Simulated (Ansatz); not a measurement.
**AlAsH3 (doublet): from Hartree-Fock to the top rungs, cc-pVDZ**

How much of the correlation energy of AlAsH3 (doublet) does each wave-function method recover here?

Program: Ansatz 0.2.0, Gaussian basis. Level of theory: cc-pVDZ, core rule «outside noble gas», up to 19 orbitals frozen. These are calculated values, not measurements.

To be run: UHF; CCSD(T) on ROHF; CCSD(T) on UHF; BCCD(T) on ROHF; CISD as a restricted active space (open shells left free, so some higher excitations enter); CCSDT(Q) on ROHF; CCSDT(Q) on UHF.

18 further runs of the same task are left out: 7 that didn't finish, 11 set aside as unsound or not needed. Runs told in other sessions of the task aren't counted.

### Step 1. What is computed

The geometry is a PBE0/def2-TZVP stationary point (not a proven minimum). No spin-orbit coupling is included. The filled d shell of As may be among the frozen orbitals whatever the setting's name suggests.

5 atoms, charge 0, spin multiplicity 2.

Atoms are counted from 1 here; the program's logs count them from 0.

Bond lengths: Al1–As2 2.457 Å, Al1–H3 1.608 Å, As2–H4 1.527 Å, As2–H5 1.521 Å. Angles: As2–Al1–H3 115.1°, Al1–As2–H4 88.1°, Al1–As2–H5 93.5°, H4–As2–H5 92.9°.

In the tables R marks a restricted open-shell determinant and U an unrestricted one; energies count from the table's Hartree-Fock row.

### Step 2. UHF

Input file in.yaml:

```yaml
crystal:
  periodic: [false, false, false]
  atoms:
    - {symbol: Al, position_ang: [0.030968, -0.131818, 1.790177]}
    - {symbol: As, position_ang: [-0.036900, 0.036215, -0.659781]}
    - {symbol: H, position_ang: [-0.046103, 1.270326, 2.572815]}
    - {symbol: H, position_ang: [1.257138, 0.843580, -0.588998]}
    - {symbol: H, position_ang: [0.702801, -1.277219, -0.862641]}
basis:
  gaussian: {orbitals: cc-pVDZ}
magnetization: {spin_polarized: true, initial_magnetization: 1}
hamiltonian: {xc: hf}
output: {orbitals: {seedname: orbitals}}
```

Launch:

```bash
$ ansatz run in.yaml --threads 1 --pin off --events-out ev --progress --plain --max-ram 2393MiB
```

What it wrote:

```text
Functional definition: HF
  name "HF"
  cite "Fock, Z. Phys. 61, 126 (1930) doi:10.1007/BF01340294"
  parent pbe
  exchange = exact_x
  correlation = 0
639 factors; integrals over basis functions are off by at most 1.1e-3 eV
mean field evaluation 1: about -67423.4578 eV, gradient 7.7e0 eV
mean field evaluation 2: about -67423.4601 eV, gradient 7.7e0 eV
mean field evaluation 4: about -67424.4324 eV, gradient 1.2e0 eV
mean field evaluation 8: about -67424.4707 eV, gradient 1.0e-3 eV
mean field -67424.47052551 eV, -2477.8035898649 hartree, gradient 2.4e-5 eV, S^2 0.757533; 0 other end points of the search recorded, 0 dependent functions left out
reference -67424.47052551 eV, -2477.8035898649 hartree; 25, 24 occupied and 35, 36 virtual orbitals, 639 factors
Total energy: -67424.47052551 eV, -2477.8035898649 hartree
```

Run time: 1.1 s. Hardware: 1 thread of Arm Neoverse V1, shared host.

From the report: ⟨S²⟩ of the determinant 0.758 (pure doublet: 0.75).

### Step 3. CCSD(T) on ROHF

Edit in.yaml of step 2 so:

```diff
@@ -10,4 +10,3 @@
   gaussian: {orbitals: cc-pVDZ}
-magnetization: {spin_polarized: true, initial_magnetization: 1}
-hamiltonian: {xc: hf}
-output: {orbitals: {seedname: orbitals}}
+magnetization: {spin_polarized: false, initial_magnetization: 1}
+correlation: {method: ccsd_t, electrons: outside_noble_gas}
```

The command is unchanged.

What it wrote, shortened:

```text
Functional definition: HF
  name "HF"
  cite "Fock, Z. Phys. 61, 126 (1930) doi:10.1007/BF01340294"
  parent pbe
[...]
639 factors; integrals over basis functions are off by at most 1.1e-3 eV
[...]
mean field -67424.43377097 eV, -2477.8022391606 hartree, gradient 1.3e-6 eV, S^2 0.750000; 1 other end points of the search recorded, 0 dependent functions left out
[...]
determinant -67424.43377097 eV, -2477.8022391606 hartree, with singles and doubles -67429.84535810 eV, -2478.0011113195 hartree
determinant -67422.28101624 eV, -2477.7231268834 hartree, with singles and doubles -67428.02562832 eV, -2477.9342374834 hartree
19 core orbitals not correlated: weight in the atoms' cores, before any rotation towards them, 1.000 or more for the frozen orbitals, at most 0.000 for the correlated occupied ones
reference -67424.43377097 eV, -2477.8022391606 hartree; 6, 5 occupied and 35, 36 virtual orbitals, 639 factors
second order -4.42025224 eV of doubles, -0.01946001 eV of singles
cycle   1  -5.41179491 eV  change   -2.1e-4 eV  update   1.1e-3
[...]
cycle   8  -5.41207674 eV  change    8.3e-6 eV  update   6.9e-6
perturbative correction -0.15513699 eV, -0.0057011791 hartree
Total energy: -67430.00098470 eV, -2478.0068304914 hartree
```

Wall time 3.6 s (1 thread of Arm Neoverse V1, shared host).

From the report: correlation -5.5672 eV; T1 0.022; largest double amplitude 0.04.

### Step 4. CCSD(T) on UHF

Edit in.yaml of step 3 so:

```diff
@@ -10,3 +10,3 @@
   gaussian: {orbitals: cc-pVDZ}
-magnetization: {spin_polarized: false, initial_magnetization: 1}
+magnetization: {spin_polarized: true, initial_magnetization: 1}
 correlation: {method: ccsd_t, electrons: outside_noble_gas}
```

Same command.

What it wrote, shortened:

```text
Functional definition: HF
  name "HF"
  cite "Fock, Z. Phys. 61, 126 (1930) doi:10.1007/BF01340294"
  parent pbe
[...]
639 factors; integrals over basis functions are off by at most 1.1e-3 eV
[...]
mean field -67424.47052551 eV, -2477.8035898649 hartree, gradient 2.5e-6 eV, S^2 0.757533; 1 other end points of the search recorded, 0 dependent functions left out
determinant -67424.47052551 eV, -2477.8035898649 hartree, with singles and doubles -67429.84730788 eV, -2478.0011829726 hartree
determinant -67422.48030621 eV, -2477.7304506547 hartree, with singles and doubles -67428.01203256 eV, -2477.9337378484 hartree
19 core orbitals not correlated: weight in the atoms' cores, before any rotation towards them, 1.000 or more for the frozen orbitals, at most 0.000 for the correlated occupied ones
reference -67424.47052551 eV, -2477.8035898649 hartree; 6, 5 occupied and 35, 36 virtual orbitals, 639 factors
second order -4.40828403 eV of doubles, -0.00000000 eV of singles
cycle   1  -5.37696185 eV  change   -1.8e-4 eV  update   1.0e-3
[...]
cycle   8  -5.37723735 eV  change    7.2e-6 eV  update   6.4e-6
perturbative correction -0.15357439 eV, -0.0056437548 hartree
Total energy: -67430.00133726 eV, -2478.0068434477 hartree
```

Wall time 3.6 s (1 thread of Arm Neoverse V1, shared host).

From the report: ⟨S²⟩ of the determinant 0.758 (pure doublet: 0.75); correlation -5.5308 eV; T1 0.018; largest double amplitude 0.04.

### Step 5. BCCD(T) on ROHF

Edit in.yaml of step 4 so:

```diff
@@ -10,3 +10,3 @@
   gaussian: {orbitals: cc-pVDZ}
-magnetization: {spin_polarized: true, initial_magnetization: 1}
-correlation: {method: ccsd_t, electrons: outside_noble_gas}
+magnetization: {spin_polarized: false, initial_magnetization: 1}
+correlation: {method: bccd_t, electrons: outside_noble_gas}
```

Launched as before.

What it wrote, shortened:

```text
Functional definition: HF
  name "HF"
  cite "Fock, Z. Phys. 61, 126 (1930) doi:10.1007/BF01340294"
  parent pbe
[...]
639 factors; integrals over basis functions are off by at most 1.1e-3 eV
[...]
mean field -67424.43377097 eV, -2477.8022391606 hartree, gradient 1.3e-6 eV, S^2 0.750000; 1 other end points of the search recorded, 0 dependent functions left out
[...]
determinant -67424.43377097 eV, -2477.8022391606 hartree, with singles and doubles -67429.84535810 eV, -2478.0011113195 hartree
determinant -67422.28101624 eV, -2477.7231268834 hartree, with singles and doubles -67428.02562832 eV, -2477.9342374834 hartree
19 core orbitals not correlated: weight in the atoms' cores, before any rotation towards them, 1.000 or more for the frozen orbitals, at most 0.000 for the correlated occupied ones
reference -67424.43377097 eV, -2477.8022391606 hartree; 6, 5 occupied and 35, 36 virtual orbitals, 639 factors
second order -4.42025224 eV of doubles, -0.01946001 eV of singles
cycle   1  -5.40844695 eV  change    3.1e-3 eV  update   5.9e-3
[...]
cycle  10  -5.40709108 eV  change    2.1e-6 eV  update   9.1e-6
perturbative correction -0.16067781 eV, -0.0059048005 hartree
Total energy: -67430.00153986 eV, -2478.0068508934 hartree
```

Run time: 4.1 s. Hardware: 1 thread of Arm Neoverse V1, shared host.

From the report: correlation -5.5678 eV; largest double amplitude 0.05.

### Step 6. CISD as a restricted active space (open shells left free, so some higher excitations enter)

Edit in.yaml of step 5 so:

```diff
@@ -11,2 +11,2 @@
 magnetization: {spin_polarized: false, initial_magnetization: 1}
-correlation: {method: bccd_t, electrons: outside_noble_gas}
+correlation: {active_space: {ras: {orbitals: [5, 1, 35], electrons: 11, max_holes: 2, max_particles: 2}, fixed_orbitals: true}}
```

Launched as before.

What it wrote:

```text
Functional definition: HF
  name "HF"
  cite "Fock, Z. Phys. 61, 126 (1930) doi:10.1007/BF01340294"
  parent pbe
  exchange = exact_x
  correlation = 0
639 factors; integrals over basis functions are off by at most 1.1e-3 eV
mean field evaluation 1: about -67423.4779 eV, gradient 9.7e0 eV
mean field evaluation 2: about -67423.4802 eV, gradient 9.7e0 eV
mean field evaluation 4: about -67424.4095 eV, gradient 1.4e0 eV
mean field evaluation 8: about -67424.4338 eV, gradient 1.5e-4 eV
mean field -67424.43377097 eV, -2477.8022391606 hartree, gradient 1.3e-6 eV, S^2 0.750000; 0 other end points of the search recorded, 0 dependent functions left out
reference -67424.43377097 eV, -2477.8022391606 hartree; 25, 24 occupied and 35, 36 virtual orbitals, 639 factors
state -67429.41028280 eV, -2477.9851225971 hartree
Total energy: -67429.41028280 eV, -2477.9851225971 hartree
```

Wall time 3.1 s (1 thread of Arm Neoverse V1, shared host).

From the report: 80,541 determinants.

### Step 7. CCSDT(Q) on ROHF

Edit in.yaml of step 6 so:

```diff
@@ -11,2 +11,2 @@
 magnetization: {spin_polarized: false, initial_magnetization: 1}
-correlation: {active_space: {ras: {orbitals: [5, 1, 35], electrons: 11, max_holes: 2, max_particles: 2}, fixed_orbitals: true}}
+correlation: {method: ccsdt_q, electrons: outside_noble_gas}
```

Launched as before.

What it wrote, shortened:

```text
Functional definition: HF
  name "HF"
  cite "Fock, Z. Phys. 61, 126 (1930) doi:10.1007/BF01340294"
  parent pbe
[...]
1194 factors; integrals over basis functions are off by at most 1.7e-7 eV
[...]
mean field -67424.43385628 eV, -2477.8022422957 hartree, gradient 2.7e-6 eV, S^2 0.750000; 1 other end points of the search recorded, 0 dependent functions left out
determinant -67424.43385628 eV, -2477.8022422957 hartree, with singles and doubles -67429.84544520 eV, -2478.0011145202 hartree
determinant -67422.28110883 eV, -2477.7231302860 hartree, with singles and doubles -67428.02571956 eV, -2477.9342408365 hartree
19 core orbitals not correlated: weight in the atoms' cores, before any rotation towards them, 1.000 or more for the frozen orbitals, at most 0.000 for the correlated occupied ones
reference -67424.43385628 eV, -2477.8022422957 hartree; 6, 5 occupied and 35, 36 virtual orbitals, 1194 factors
second order -4.42029703 eV of doubles, -0.01946012 eV of singles
cycle   1  -5.12059161 eV  change   -6.8e-1 eV  update   8.0e-2
[...]
cycle  18  -5.59625268 eV  change   -2.1e-7 eV  update   1.1e-6
perturbative correction -0.00851331 eV, -0.0003128582 hartree
Total energy: -67430.03862227 eV, -2478.0082136466 hartree
```

It took 69 s on 1 thread of Arm Neoverse V1, shared host; peak memory 0.59 GiB.

From the report: correlation -5.6048 eV; T1 0.024; largest double amplitude 0.05.

### Step 8. CCSDT(Q) on UHF

Edit in.yaml of step 7 so:

```diff
@@ -10,3 +10,3 @@
   gaussian: {orbitals: cc-pVDZ}
-magnetization: {spin_polarized: false, initial_magnetization: 1}
+magnetization: {spin_polarized: true, initial_magnetization: 1}
 correlation: {method: ccsdt_q, electrons: outside_noble_gas}
```

The command is unchanged.

What it wrote, shortened:

```text
Functional definition: HF
  name "HF"
  cite "Fock, Z. Phys. 61, 126 (1930) doi:10.1007/BF01340294"
  parent pbe
[...]
1194 factors; integrals over basis functions are off by at most 1.7e-7 eV
[...]
mean field -67424.47061107 eV, -2477.8035930092 hartree, gradient 1.7e-6 eV, S^2 0.757533; 1 other end points of the search recorded, 0 dependent functions left out
determinant -67424.47061107 eV, -2477.8035930092 hartree, with singles and doubles -67429.84739518 eV, -2478.0011861809 hartree
determinant -67422.48040284 eV, -2477.7304542056 hartree, with singles and doubles -67428.01211192 eV, -2477.9337407649 hartree
19 core orbitals not correlated: weight in the atoms' cores, before any rotation towards them, 1.000 or more for the frozen orbitals, at most 0.000 for the correlated occupied ones
reference -67424.47061107 eV, -2477.8035930092 hartree; 6, 5 occupied and 35, 36 virtual orbitals, 1194 factors
second order -4.40832848 eV of doubles, -0.00000000 eV of singles
cycle   1  -5.08911574 eV  change   -6.8e-1 eV  update   8.0e-2
[...]
cycle  18  -5.55993111 eV  change   -1.4e-7 eV  update   1.1e-6
perturbative correction -0.00880590 eV, -0.0003236110 hartree
Total energy: -67430.03934808 eV, -2478.0082403197 hartree
```

It took 62 s on 1 thread of Arm Neoverse V1, shared host; peak memory 0.5 GiB.

From the report: ⟨S²⟩ of the determinant 0.758 (pure doublet: 0.75); correlation -5.5687 eV; T1 0.019; largest double amplitude 0.05.

### Step 9. The ladder

The yardstick is UCCSDT(Q), where the cluster series has nearly closed. Rows without a time are mean-field rows or come out of runs for another level: lower rungs of the coupled-cluster runs, or the Hartree-Fock search.

Differences are taken before rounding.

```
   method  energy from the lowest ROHF (kJ/mol)  from UCCSDT(Q) (kJ/mol)   time
      ROHF                                  0.0                   +540.9       
      UHF                                 -3.5                   +537.3       
     RMP2                               -428.4                   +112.5       
     UMP2                               -428.9                   +112.0       
     CISD                               -480.2                    +60.7  3.1 s
    RCCSD                               -522.2                    +18.7       
    UCCSD                               -522.4                    +18.5       
 RCCSD(T)                               -537.2                     +3.7  3.6 s
 UCCSD(T)                               -537.2                     +3.7  3.6 s
  BCCD(T)                               -537.2                     +3.6  4.1 s
   RCCSDT                               -540.0                     +0.9       
   UCCSDT                               -540.0                     +0.8       
RCCSDT(Q)                               -540.8                     +0.1   69 s
UCCSDT(Q)                               -540.9                        0   62 s
```

Among the levels timed on like hardware and quicker than the yardstick, those that no quicker one beats, quickest first: CISD (3.1 s, +60.7 kJ/mol); UCCSD(T) (3.6 s, +3.7 kJ/mol); BCCD(T) (4.1 s, +3.6 kJ/mol).

With the free atoms at the same levels and basis (separate runs), the atomisation energy is 9.563 eV at UCCSDT(Q), 9.559 eV at RCCSD(T), 9.542 eV at UCCSD(T), 7.297 eV at ROHF.

### Step 10. Results

```
                         quantity                                                   value
    UCCSDT(Q) from the ROHF energy                                              -5.6056 eV
              RMP2 from UCCSDT(Q)                                           +112.5 kJ/mol
              UMP2 from UCCSDT(Q)                                           +112.0 kJ/mol
             RCCSD from UCCSDT(Q)                                            +18.7 kJ/mol
          RCCSD(T) from UCCSDT(Q)                                             +3.7 kJ/mol
          UCCSD(T) from UCCSDT(Q)                                             +3.7 kJ/mol
         RCCSDT(Q) from UCCSDT(Q)                                             +0.1 kJ/mol
levels within 1 kcal/mol (43 meV)  RCCSD(T), UCCSD(T), BCCD(T), RCCSDT, UCCSDT, RCCSDT(Q)
                    T1 diagnostic                                                   0.022
```

In words: RCCSD(T) lands +3.7 kJ/mol from the yardstick (0.7 % of the correlation energy). These misses are within one basis, not against nature; the frozen cores of restricted and unrestricted runs differ, which can shift their rows.

With open shells the CI space here admits some higher excitations, so it is larger than plain CISD.

BCCD(T) reaches 3.6 kJ/mol from the reference in 4.1 s, where UCCSDT(Q) took 62 s; the quickest level in the cost chart, CISD, takes 3.1 s and misses by 60.7 kJ/mol.
